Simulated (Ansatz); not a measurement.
# Hf2TiO6: the cost of one run

Program: Ansatz 0.2.0. Level of theory: DFT PBE, scalar-relativistic, plane waves, PAW. These are calculated values, not measurements.

1 further run of the same task is left out (it didn't finish).

### Step 1. The system as given

It takes space group C2 (No. 5, monoclinic). The conventional cell has a = 10.322 Å, b = 6.115 Å, c = 6.638 Å, α = 90.00°, β = 90.31°, γ = 90.00°. Hf (site symmetry 1) is surrounded by 4 O at 1.95 to 1.96 Å. Ti (site symmetry 2) is surrounded by 4 O at 1.82 Å. O (site symmetry 1) is surrounded by 1 Ti at 1.82 Å and 1 Hf at 1.96 Å. O (site symmetry 1) has 2 Hf at 1.95 Å as nearest neighbours.

Structure file:

```xyz
9
Lattice="5.1612 -3.0575 0.0000 5.1612 3.0575 0.0000 -0.0356 0.0000 6.6380" Properties=species:S:1:pos:R:3 pbc="T T T"
Hf    7.6982    1.5302    4.4575
Hf    2.5886    1.5302    2.1806
Ti    5.1612   -0.0024    0.0000
O     6.1535    1.0388    5.5554
O     8.1420    0.0052    3.3235
O     6.2488   -1.0442    1.0215
O     4.1333    1.0388    1.0826
O     2.1448    0.0052    3.3146
O     4.0380   -1.0442    5.6165
```

The cell was relaxed beforehand at this level, from a generated guess; it needn't be the stable form of this composition. At a tolerance of 0.02 Å it has space group C2 (No. 5); it has 23.28 Å³/atom, an uncorrected energy of -3.14 eV/atom over the elements.

### Step 2. Bands, states and charges

Contents of input.yaml:

```yaml
crystal:
  lattice:
    - [5.1612260124, -3.0575463217, 0.0]
    - [5.1612260124, 3.0575463217, 0.0]
    - [-0.0356278085, 0.0, 6.6380332028]
  atoms:
    - { symbol: Hf, position: [0.4978534708, 0.9983310103, 0.6715028752] }
    - { symbol: Hf, position: [0.0016689897, 0.5021465292, 0.3284971248] }
    - { symbol: Ti, position: [0.5003915749, 0.4996084251, 0.0] }
    - { symbol: O, position: [0.4291474079, 0.768887833, 0.8369097749] }
    - { symbol: O, position: [0.7896448359, 0.791347785, 0.5006724043] }
    - { symbol: O, position: [0.7766598047, 0.4351304659, 0.1538916175] }
    - { symbol: O, position: [0.231112167, 0.5708525921, 0.1630902251] }
    - { symbol: O, position: [0.208652215, 0.2103551641, 0.4993275957] }
    - { symbol: O, position: [0.5648695341, 0.2233401953, 0.8461083825] }
basis:
  ecutwfc: 420
kpoints:
  mp_grid: { grid: [4, 4, 4] }
  band_path:
    path:
      - [[0.0, 0.0, 0.0], [-0.33773904, 0.33773904, 0.0]]
      - [[-0.66226096, -0.33773904, 0.0], [-0.5, -0.5, 0.0], [0.0, 0.0, 0.0], [-0.5, -0.5, 0.5], [-0.66299324, -0.33700676, 0.5]]
      - [[-0.33700676, 0.33700676, 0.5], [0.0, 0.0, 0.5], [0.0, 0.0, 0.0]]
      - [[-0.5, 0.0, 0.5], [0.0, 0.0, 0.0], [-0.5, 0.0, 0.0]]
    npoints: 14
hamiltonian:
  xc: pbe
scf:
  occupations: { method: gaussian, width: 0.02 }
  n_extra_bands: 22
output:
  forces: true
  stress: true
  eigenvalues: true
  populations: true
  dos: { projected: true, de: 0.02, nscf_kmesh: { grid: [6, 6, 6] } }
  bader: true
  write_density: true
  write_potential: true
  elf: true
  volumetric_format: npy
```

Launch:

```
$ ansatz run input.yaml --threads 4 --pin off --max-ram 8192MiB --backend cpu --events-out ev --progress --plain --runs-dir out
```

**Question.** How long does this run take on 4 threads of Intel Xeon at 2.50GHz (Skylake/Cascade Lake), shared host, and how much memory does it need?

About 3.4 min, with a peak of 1.4 GiB.
